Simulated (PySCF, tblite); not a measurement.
# C₁₄H₁₃B: vibronic structure

What do calculations give for the vibronic structure of C₁₄H₁₃B (`CC1=CC2=CC=CC3=CC=C(C)C(=C1)B32`)?

Computed with tblite 0.8.0 and PySCF 2.14.0 and routines of our own; the level stands in each step. Atoms count from 0.

## Step 1: The system as given

28 atoms, charge 0, multiplicity 1; geometry from: force field or distance geometry start.

## Step 2: Optimising the geometry with GFN2-xTB

Job settings and geometry (Å):

```
{"job": {"kind": "relax", "xc": "GFN2-xTB", "basis": "xTB"}, "charge": 0, "multiplicity": 1}
C      3.319800    -0.730400     1.854800
C      1.995800    -0.652400     1.117800
C      1.385900    -1.814200     0.773400
C      0.066200    -1.790100     0.074100
C     -0.629200    -2.890800    -0.275700
C     -1.971500    -2.785500    -0.957000
C     -2.561600    -1.594800    -1.222700
C     -1.904500    -0.312700    -0.853500
C     -2.435700     0.898300    -1.040900
C     -1.726100     2.148000    -0.617400
C     -0.503200     2.139200    -0.020700
C      0.140200     3.439300     0.379300
C      0.190600     0.847800     0.266700
C      1.386300     0.695300     0.878600
B     -0.534100    -0.411200    -0.204800
H      3.122700    -0.913900     2.946100
H      3.874000     0.227500     1.750900
H      3.942000    -1.550400     1.446900
H      1.837500    -2.762900     0.998300
H     -0.217900    -3.872000    -0.079700
H     -2.478800    -3.692900    -1.226100
H     -3.534300    -1.584100    -1.697200
H     -3.411200     1.004300    -1.487000
H     -2.227600     3.084000    -0.813800
H      1.138100     3.535400    -0.107700
H     -0.476400     4.319200     0.082500
H      0.275900     3.475600     1.480300
H      1.916300     1.571800     1.231600
```

The run is started by

```console
$ OMP_NUM_THREADS=1 python excited_run.py task.json out
```

One launch serves the whole session: the jobs run in the order shown.

The log of the run:

```text
step      E/eV     max force
  0   -1027.22158    2.606
  1   -1027.56551    0.752
  2   -1027.62999    0.482
  3   -1027.68940    0.380
  4   -1027.73177    0.294
  5   -1027.74427    0.231
  6   -1027.75255    0.199
  7   -1027.75797    0.167
  8   -1027.76341    0.115
  9   -1027.76590    0.081
 10   -1027.76719    0.069
 11   -1027.76794    0.059
 12   -1027.76844    0.042
 13   -1027.76879    0.036
 14   -1027.76907    0.031
 15   -1027.76932    0.033
 16   -1027.76958    0.034
 17   -1027.76983    0.030
 18   -1027.77005    0.032
 19   -1027.77024    0.032
 20   -1027.77041    0.029
 21   -1027.77061    0.032
 22   -1027.77090    0.041
 23   -1027.77126    0.047
 24   -1027.77158    0.043
 25   -1027.77180    0.028
 26   -1027.77192    0.024
 27   -1027.77201    0.021
 28   -1027.77209    0.017
 29   -1027.77215    0.013
 30   -1027.77220    0.013
 31   -1027.77223    0.013
 32   -1027.77226    0.012
 33   -1027.77230    0.013
 34   -1027.77235    0.013
 35   -1027.77240    0.013
 36   -1027.77245    0.015
 37   -1027.77249    0.016
 38   -1027.77254    0.015
 39   -1027.77261    0.018
 40   -1027.77270    0.023
 41   -1027.77281    0.022
 42   -1027.77292    0.021
 43   -1027.77302    0.028
 44   -1027.77313    0.029
 45   -1027.77327    0.024
 46   -1027.77343    0.026
 47   -1027.77358    0.025
 48   -1027.77373    0.021
 49   -1027.77388    0.023
 50   -1027.77402    0.021
 51   -1027.77412    0.016
 52   -1027.77418    0.015
 53   -1027.77425    0.015
 54   -1027.77434    0.020
 55   -1027.77446    0.026
 56   -1027.77462    0.032
 57   -1027.77476    0.035
 58   -1027.77487    0.032
 59   -1027.77504    0.025
 60   -1027.77527    0.037
 61   -1027.77542    0.031
 62   -1027.77565    0.025
 63   -1027.77585    0.025
 64   -1027.77601    0.037
 65   -1027.77622    0.038
 66   -1027.77642    0.035
 67   -1027.77683    0.051
 68   -1027.77701    0.037
 69   -1027.77724    0.033
 70   -1027.77780    0.097
 71   -1027.77822    0.049
 72   -1027.77853    0.041
 73   -1027.77886    0.106
 74   -1027.77934    0.031
 75   -1027.77953    0.030
 76   -1027.78000    0.049
 77   -1027.78018    0.036
 78   -1027.78072    0.030
 79   -1027.78111    0.033
 80   -1027.78143    0.031
 81   -1027.78160    0.030
 82   -1027.78177    0.043
 83   -1027.78190    0.025
 84   -1027.78199    0.018
 85   -1027.78207    0.020
 86   -1027.78215    0.023
 87   -1027.78228    0.023
 88   -1027.78240    0.022
 89   -1027.78251    0.022
 90   -1027.78261    0.024
 91   -1027.78275    0.025
 92   -1027.78290    0.022
 93   -1027.78303    0.017
 94   -1027.78312    0.019
 95   -1027.78320    0.019
 96   -1027.78323    0.026
 97   -1027.78330    0.014
 98   -1027.78334    0.013
 99   -1027.78337    0.010
100   -1027.78340    0.012
101   -1027.78345    0.010
```

It took 1.8 s on 1 thread of Intel Xeon Platinum 8488C, shared host; peak memory 0.18 GiB.

Along the way: (not every step is listed)

| step | energy from step 0 (eV) | largest force (eV/Å) |
| --- | --- | --- |
| 0 | 0.0000 | 2.6063 |
| 1 | -0.3439 | 0.7520 |
| 2 | -0.4084 | 0.4819 |
| 3 | -0.4678 | 0.3796 |
| 4 | -0.5102 | 0.2941 |
| 5 | -0.5227 | 0.2312 |
| 6 | -0.5310 | 0.1986 |
| 7 | -0.5364 | 0.1672 |
| 8 | -0.5418 | 0.1145 |
| 16 | -0.5480 | 0.0336 |
| 24 | -0.5500 | 0.0432 |
| 32 | -0.5507 | 0.0122 |
| 40 | -0.5511 | 0.0230 |
| 48 | -0.5521 | 0.0206 |
| 56 | -0.5530 | 0.0320 |
| 64 | -0.5544 | 0.0370 |
| 72 | -0.5570 | 0.0410 |
| 80 | -0.5599 | 0.0314 |
| 88 | -0.5608 | 0.0216 |
| 96 | -0.5617 | 0.0260 |
| 97 | -0.5617 | 0.0140 |
| 98 | -0.5618 | 0.0126 |
| 99 | -0.5618 | 0.0102 |
| 100 | -0.5618 | 0.0117 |
| 101 | -0.5619 | 0.0103 |

Close pairs (by a distance rule), those that changed most:

| bond | before (Å) | after (Å) | change (Å) |
| --- | --- | --- | --- |
| C4–C5 | 1.509 | 1.416 | -0.093 |
| C8–C9 | 1.498 | 1.412 | -0.086 |
| C1–C13 | 1.498 | 1.423 | -0.075 |
| C2–C3 | 1.494 | 1.425 | -0.069 |
| C6–C7 | 1.487 | 1.424 | -0.063 |
| C10–C12 | 1.494 | 1.438 | -0.056 |
| C7–C8 | 1.336 | 1.386 | +0.050 |
| C3–C4 | 1.348 | 1.386 | +0.037 |

The end geometry stands in the next job.

## Step 3: Infrared spectrum with GFN2-xTB

Job settings and geometry (Å):

```
{"job": {"kind": "ir", "xc": "GFN2-xTB", "basis": "xTB"}, "charge": 0, "multiplicity": 1}
C      3.279909    -0.663145     1.832086
C      1.947909    -0.625786     1.133628
C      1.334146    -1.792060     0.743814
C      0.067773    -1.772668     0.091119
C     -0.638687    -2.885053    -0.336974
C     -1.900202    -2.762647    -0.967418
C     -2.522802    -1.563782    -1.215027
C     -1.905305    -0.338456    -0.833586
C     -2.426099     0.932006    -1.019465
C     -1.727129     2.084523    -0.598151
C     -0.497597     2.085377     0.026518
C      0.143193     3.380829     0.413489
C      0.152363     0.830191     0.288278
C      1.372090     0.657387     0.917145
B     -0.562021    -0.424511    -0.154675
H      3.195583    -0.247730     2.836884
H      4.016030    -0.069742     1.289358
H      3.651013    -1.681855     1.912992
H      1.826906    -2.737847     0.945844
H     -0.243799    -3.888056    -0.200398
H     -2.395864    -3.677169    -1.267694
H     -3.491806    -1.561733    -1.703395
H     -3.390855     1.081141    -1.496590
H     -2.201024     3.040299    -0.785653
H      1.096283     3.497288    -0.102665
H     -0.492320     4.227184     0.163211
H      0.343191     3.399799     1.484664
H      1.948220     1.503573     1.279801
```

The log of the run:

```text
mode    cm-1     km/mol
  1      63.2      0.00
  2      88.6      1.06
  3     100.7      2.78
  4     124.3      0.03
  5     133.6      1.13
  6     173.8      0.81
  7     224.8      0.63
  8     236.7      0.21
  9     304.8      0.88
 10     306.6      0.29
 11     341.4      0.03
 12     356.7      0.08
 13     397.3      0.88
 14     405.2      1.22
 15     416.3      0.55
 16     432.9      0.53
 17     476.2      0.35
 18     491.2      0.23
 19     528.3      0.04
 20     556.6      0.19
 21     586.8      7.54
 22     658.7      0.59
 23     668.2     35.25
 24     707.7      0.40
 25     718.8      0.26
 26     788.5      0.56
 27     789.7      0.19
 28     831.3     16.99
 29     887.8      0.55
 30     889.6      0.55
 31     897.2      2.79
 32     910.0      0.14
 33     918.4      0.16
 34     967.1      0.21
 35     975.4      6.48
 36    1007.2     11.90
 37    1008.7     12.26
 38    1033.8      5.99
 39    1047.0     17.05
 40    1061.3     15.20
 41    1084.3      1.17
 42    1151.4      2.77
 43    1179.8      2.12
 44    1191.5      8.17
 45    1205.0      0.06
 46    1238.6      5.03
 47    1246.4     62.95
 48    1270.3     25.63
 49    1321.3      1.91
 50    1343.8      3.78
 51    1368.5     17.17
 52    1390.1     41.17
 53    1396.0     23.64
 54    1401.8     55.20
 55    1408.3     13.75
 56    1411.3      9.80
 57    1475.1      4.77
 58    1479.3     78.95
 59    1486.4     45.45
 60    1487.5      5.99
 61    1502.0    164.01
 62    1506.6    270.23
 63    1532.5     71.51
 64    1568.9    141.57
 65    1575.2     95.59
 66    2991.1     32.40
 67    2996.8     22.97
 68    2998.6     58.69
 69    2999.4     33.13
 70    3003.6      7.41
 71    3008.3     24.70
 72    3011.1     63.83
 73    3012.3    118.08
 74    3014.4     27.04
 75    3035.5     17.19
 76    3042.3     45.84
 77    3048.8     96.35
 78    3055.5     97.64
```

Wall time 3 s (1 thread of Intel Xeon Platinum 8488C, shared host); peak memory 0.18 GiB.

Which atoms move in the most intense modes:

| cm⁻¹ | km/mol | atoms |
| --- | --- | --- |
| 1479 | 79.0 | H26 25 %, H24 21 %, H25 14 % |
| 1502 | 164.0 | C5 17 %, C4 10 % |
| 1507 | 270.2 | C8 17 %, C9 11 % |
| 1569 | 141.6 | C7 20 %, C6 14 %, C10 13 %, C9 11 % |
| 1575 | 95.6 | C2 24 %, C1 21 %, C12 13 %, C13 12 % |
| 3012 | 118.1 | H27 29 %, H26 21 %, H18 16 %, H24 14 % |
| 3049 | 96.3 | H23 87 % |
| 3056 | 97.6 | H20 88 % |

## Step 4: Vibronic structure: TDDFT PBE0/def2-SV(P)

The job, as its differences from that of step 3:

```diff
@@ -1,2 +1,2 @@
-{"job": {"kind": "ir", "xc": "GFN2-xTB", "basis": "xTB"}, "charge": 0, "multiplicity": 1}
+{"job": {"kind": "vib", "xc": "PBE0", "basis": "def2-SV(P)", "tda": false}, "charge": 0, "multiplicity": 1}
 C      3.279909    -0.663145     1.832086
```

With the program's defaults for keys left out, this is: TDDFT PBE0/def2-SV(P) vertical-gradient vibronic structure (displaced harmonic oscillators, Condon), gas phase.

The log of the run:

```text
final grid: 109840 points
cycle   1  E = -564.9323325665  dE =  2.762e+00  |g| = 6.076e-01  |ddm| = 6.427e+00
cycle   2  E = -564.8499172554  dE =  8.242e-02  |g| = 8.144e-01  |ddm| = 2.411e+00
cycle   3  E = -565.0386145351  dE = -1.887e-01  |g| = 1.366e-01  |ddm| = 1.634e+00
cycle   4  E = -565.0430210791  dE = -4.407e-03  |g| = 4.904e-02  |ddm| = 2.102e-01
cycle   5  E = -565.0433925960  dE = -3.715e-04  |g| = 3.197e-02  |ddm| = 9.604e-02
cycle   6  E = -565.0437099825  dE = -3.174e-04  |g| = 6.305e-03  |ddm| = 4.585e-02
cycle   7  E = -565.0437210239  dE = -1.104e-05  |g| = 1.845e-03  |ddm| = 9.796e-03
cycle   8  E = -565.0437219351  dE = -9.113e-07  |g| = 3.453e-04  |ddm| = 2.596e-03
cycle   9  E = -565.0437219680  dE = -3.289e-08  |g| = 1.598e-04  |ddm| = 6.493e-04
cycle  10  E = -565.0437219785  dE = -1.049e-08  |g| = 9.163e-05  |ddm| = 3.918e-04
cycle  11  E = -565.0437219818  dE = -3.306e-09  |g| = 4.107e-05  |ddm| = 1.634e-04
cycle  12  E = -565.0437219834  dE = -1.547e-09  |g| = 2.020e-05  |ddm| = 1.630e-04
cycle  13  E = -565.0437219837  dE = -3.429e-10  |g| = 1.092e-05  |ddm| = 7.125e-05
converged SCF energy = -565.0437219837

Singlet excitations (eV, f): 1.081 (0.0000)  3.204 (0.1799)  3.299 (0.0001)  3.323 (0.0019)  3.417 (0.1458)  5.025 (0.3038)

State S1  1.0813 eV  f = 0.00003  H->L 1.00
  relaxed dipole 0.927 D, largest gradient of the excitation energy 0.0417 Eh/bohr
  mode    cm-1        S   lambda/meV  Raman
   35    975.4    0.8801     106.4   1.000
   39   1047.0    0.7241      94.0   0.948
   17    476.2    1.5065      88.9   0.408
   34    967.1    0.6734      80.7   0.752
   14    405.2    0.4888      24.6   0.096
   41   1084.3    0.1820      24.5   0.256
   24    707.7    0.2206      19.4   0.132
   50   1343.8    0.0838      14.0   0.181
   18    491.2    0.2247      13.7   0.065
   31    897.2    0.1167      13.0   0.112
   49   1321.3    0.0706      11.6   0.147
   37   1008.7    0.0819      10.2   0.100
  reorganisation energy 0.5836 eV, total S 6.742, 0-0 0.4977 eV

State S2  3.2038 eV  f = 0.17988  H-1->L 0.92
  relaxed dipole 1.469 D, largest gradient of the excitation energy 0.0279 Eh/bohr
  mode    cm-1        S   lambda/meV  Raman
   22    658.7    0.1083       8.8   0.580
   61   1502.0    0.0360       6.7   1.000
   41   1084.3    0.0478       6.4   0.692
   62   1506.6    0.0340       6.4   0.952
   56   1411.3    0.0327       5.7   0.804
   24    707.7    0.0412       3.6   0.255
   20    556.6    0.0517       3.6   0.198
   50   1343.8    0.0208       3.5   0.464
   35    975.4    0.0283       3.4   0.332
    1     63.2    0.3845       3.0   0.019
   14    405.2    0.0587       3.0   0.119
   59   1486.4    0.0151       2.8   0.412
  reorganisation energy 0.0874 eV, total S 1.353, 0-0 3.1164 eV
  absorption maximum 3.124 eV, width 0.074 eV

State S6  5.0249 eV  f = 0.30381  H->L+1 0.73, H-6->L 0.12
  relaxed dipole 0.639 D, largest gradient of the excitation energy 0.0230 Eh/bohr
  mode    cm-1        S   lambda/meV  Raman
   22    658.7    0.1981      16.2   0.470
   61   1502.0    0.0810      15.1   1.000
   35    975.4    0.1032      12.5   0.537
   20    556.6    0.1773      12.2   0.301
   39   1047.0    0.0751       9.7   0.450
   56   1411.3    0.0396       6.9   0.432
   44   1191.5    0.0338       5.0   0.262
   51   1368.5    0.0265       4.5   0.271
   41   1084.3    0.0313       4.2   0.202
   14    405.2    0.0818       4.1   0.074
   47   1246.4    0.0239       3.7   0.203
   46   1238.6    0.0202       3.1   0.170
  reorganisation energy 0.1298 eV, total S 1.183, 0-0 4.8951 eV
  absorption maximum 4.895 eV, width 0.042 eV

State T1  0.8216 eV  f = 0.00000  H->L 0.99
  relaxed dipole 0.983 D, largest gradient of the excitation energy 0.0261 Eh/bohr
  mode    cm-1        S   lambda/meV  Raman
   35    975.4    0.2954      35.7   1.000
   22    658.7    0.3693      30.2   0.570
   39   1047.0    0.2253      29.3   0.879
   17    476.2    0.3752      22.2   0.303
   34    967.1    0.1467      17.6   0.488
   50   1343.8    0.0749      12.5   0.482
   24    707.7    0.1181      10.4   0.210
   49   1321.3    0.0463       7.6   0.288
   41   1084.3    0.0479       6.4   0.200
   14    405.2    0.1247       6.3   0.073
   63   1532.5    0.0147       2.8   0.123
   44   1191.5    0.0175       2.6   0.088
  reorganisation energy 0.2051 eV, total S 2.177, 0-0 0.6165 eV
  absorption maximum 0.747 eV, width 0.386 eV
```

It took 2.9 min on 1 thread of Intel Xeon Platinum 8488C, shared host; peak memory 2 GiB.

## Step 5: Vibronic structure: TDA OLYP/def2-SV(P)

The job, as its differences from that of step 4:

```diff
@@ -1,2 +1,2 @@
-{"job": {"kind": "vib", "xc": "PBE0", "basis": "def2-SV(P)", "tda": false}, "charge": 0, "multiplicity": 1}
+{"job": {"kind": "vib", "xc": "OLYP", "basis": "def2-SV(P)", "tda": true, "fwhm_ev": 0.01, "grid": 2, "scf": {"max_cycle": 57, "conv": 0.001}, "maxiter": 30}, "charge": 0, "multiplicity": 1}
 C      3.279909    -0.663145     1.832086
```

Level: TDA OLYP/def2-SV(P) vertical-gradient vibronic structure (displaced harmonic oscillators, Condon), gas phase.

The log of the run:

```text
final grid: 237960 points
cycle   1  E = -565.3136807970  dE =  2.082e+00  |g| = 7.745e-01  |ddm| = 6.661e+00
cycle   2  E = -564.6317835658  dE =  6.819e-01  |g| = 1.608e+00  |ddm| = 4.644e+00
cycle   3  E = -565.4514518705  dE = -8.197e-01  |g| = 4.281e-01  |ddm| = 3.871e+00
cycle   4  E = -565.5019991356  dE = -5.055e-02  |g| = 6.236e-02  |ddm| = 5.378e-01
cycle   5  E = -565.4993955645  dE =  2.604e-03  |g| = 1.032e-01  |ddm| = 2.214e-01
cycle   6  E = -565.5027723385  dE = -3.377e-03  |g| = 3.460e-02  |ddm| = 1.725e-01
cycle   7  E = -565.5031430000  dE = -3.707e-04  |g| = 1.255e-02  |ddm| = 5.789e-02
converged SCF energy = -565.5031430000

Singlet excitations (eV, f): 1.057 (0.0000)  2.761 (0.0000)  2.790 (0.0001)  3.128 (0.1486)  3.291 (0.0988)  4.484 (0.0154)

State S1  1.0574 eV  f = 0.00002  H->L 0.99
  relaxed dipole 1.051 D, largest gradient of the excitation energy 0.0354 Eh/bohr
  mode    cm-1        S   lambda/meV  Raman
   35    975.4    0.5965      72.1   1.000
   39   1047.0    0.4876      63.3   0.942
   17    476.2    1.0386      61.3   0.415
   34    967.1    0.4321      51.8   0.712
   14    405.2    0.3236      16.3   0.094
   41   1084.3    0.1171      15.7   0.243
   24    707.7    0.1578      13.8   0.139
   50   1343.8    0.0689      11.5   0.219
   49   1321.3    0.0580       9.5   0.179
   22    658.7    0.1091       8.9   0.083
   18    491.2    0.1398       8.5   0.059
   31    897.2    0.0648       7.2   0.092
  reorganisation energy 0.4004 eV, total S 4.617, 0-0 0.6569 eV
  absorption maximum 1.017 eV, width 0.492 eV

State S4  3.1278 eV  f = 0.14862  H-1->L 0.76, H->L+2 0.14
  relaxed dipole 1.743 D, largest gradient of the excitation energy 0.0147 Eh/bohr
  mode    cm-1        S   lambda/meV  Raman
   22    658.7    0.2025      16.5   1.000
   24    707.7    0.0501       4.4   0.286
   59   1486.4    0.0221       4.1   0.556
   61   1502.0    0.0148       2.8   0.381
   20    556.6    0.0346       2.4   0.122
   56   1411.3    0.0072       1.3   0.163
   41   1084.3    0.0090       1.2   0.120
   47   1246.4    0.0073       1.1   0.130
   34    967.1    0.0057       0.7   0.060
  reorganisation energy 0.0422 eV, total S 0.464, 0-0 3.0856 eV
  absorption maximum 3.086 eV, width 0.008 eV

State S5  3.2905 eV  f = 0.09876  H-2->L 0.73, H->L+1 0.15
  relaxed dipole 0.675 D, largest gradient of the excitation energy 0.0186 Eh/bohr
  mode    cm-1        S   lambda/meV  Raman
   20    556.6    0.1535      10.6   0.677
   61   1502.0    0.0311       5.8   1.000
   22    658.7    0.0564       4.6   0.348
   47   1246.4    0.0136       2.1   0.300
   44   1191.5    0.0106       1.6   0.215
   46   1238.6    0.0093       1.4   0.202
   18    491.2    0.0224       1.4   0.077
   54   1401.8    0.0076       1.3   0.212
   49   1321.3    0.0074       1.2   0.185
   59   1486.4    0.0066       1.2   0.206
   34    967.1    0.0094       1.1   0.125
   43   1179.8    0.0066       1.0   0.131
  reorganisation energy 0.0409 eV, total S 0.410, 0-0 3.2496 eV
  absorption maximum 3.250 eV, width 0.008 eV

State T1  0.8185 eV  f = 0.00000  H->L 1.00
  relaxed dipole 1.108 D, largest gradient of the excitation energy 0.0242 Eh/bohr
  mode    cm-1        S   lambda/meV  Raman
   35    975.4    0.2302      27.8   1.000
   22    658.7    0.3160      25.8   0.626
   39   1047.0    0.1741      22.6   0.872
   17    476.2    0.3045      18.0   0.315
   34    967.1    0.1021      12.2   0.436
   50   1343.8    0.0590       9.8   0.487
   24    707.7    0.0939       8.2   0.215
   49   1321.3    0.0373       6.1   0.297
   14    405.2    0.1053       5.3   0.079
   41   1084.3    0.0361       4.8   0.194
   44   1191.5    0.0159       2.4   0.103
   47   1246.4    0.0148       2.3   0.105
  reorganisation energy 0.1642 eV, total S 1.758, 0-0 0.6543 eV
  absorption maximum 0.654 eV, width 0.128 eV
```

It took 4.5 min on 1 thread of Intel Xeon Platinum 8488C, shared host; peak memory 1.7 GiB.

A normal end doesn't make this result sound: the SCF threshold of 0.001 Eh is far too loose.

## Step 6: Summary of results

```
                                                                                       quantity                               value
                                                      strongest single infrared mode (GFN2-xTB)               1507 cm⁻¹, 270 km/mol
                                                                   zero-point energy (GFN2-xTB)                      138.6 kcal/mol
S1: vertical, reorganisation, 0-0, total S (step 4, TDDFT PBE0/def2-SV(P), modes from GFN2-xTB)            1.08, 0.58, 0.50 eV; 6.7
S2: vertical, reorganisation, 0-0, total S (step 4, TDDFT PBE0/def2-SV(P), modes from GFN2-xTB)            3.20, 0.09, 3.12 eV; 1.4
S6: vertical, reorganisation, 0-0, total S (step 4, TDDFT PBE0/def2-SV(P), modes from GFN2-xTB)            5.02, 0.13, 4.90 eV; 1.2
                                                                                           runs  0 failed, 1 ended on unsound input
```

All 78 modes are real, so the xTB geometry is a minimum. The strongest single mode, at 1507 cm⁻¹, is spread over many atoms; the largest shares are those of C8, C9. GFN2-xTB is a fitted tight-binding method: band positions and strengths are rough. Its intensities can rank the bands wrongly. In step 4 the harmonic model is doubtful. The vibronic model keeps the ground-state modes (from xTB) and shifts them along the gradient alone, so it can miss much of the relaxation that a full optimisation finds.
